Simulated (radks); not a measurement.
# Si¹¹⁺ in [He] 2s1: an all-electron calculation

What are the levels of the silicon ion Si11+, how large are its shells, and how does its energy divide?

Program: radks (a radial shooting solver on a logarithmic mesh, Libxc functionals) version 1. Level of theory: Dirac Kohn-Sham, PBE, spin-unpolarised, spherical densities, finite nucleus. These are calculated values, not measurements, unless marked.

### Step 1. What is computed

```
element            : silicon (Z = 14)
charge             : +11
electrons          : 3
configuration      : [He] 2s1
nuclear rms radius : 3.1224 fm
```

The outer shells:

Si¹¹⁺
```
[He] core
2s [↑ ]
```

### Step 2. The calculation

Settings of this run:

```text
Z 14
configuration [He] 2s1 2p0 3s0
relativity Dirac
functional pbe,pbe
spin unpolarised
j_filling energy
nucleus finite rms 3.1224 fm
c 137.035999084
```

Q: Predict the outcome of this run.

The runs gave:

| quantity | value |
| --- | --- |
| total energy | -206.88839 hartree |
| exchange-correlation share of it | 4.62 % |
| −T/E | 1.0049 |
| highest occupied level | 2s1/2, -499.64 eV |
| most extended occupied level | 2s1/2, <r> = 0.470 bohr |
| radius at density 0.001 e/bohr³ | 1.19 bohr |
| maxima of the radial density | 2 |
| ionisation energy, NIST | 523.42 (theory) eV |

What this shows: 2 principal shells are occupied and 2 maxima appear in the radial density. Relativity lifts −T/E to 1.005. The top level binds by 499.64 eV, 95 % of the NIST ionisation energy of 523.42 eV. Spin polarisation and multiplet splitting are left out.
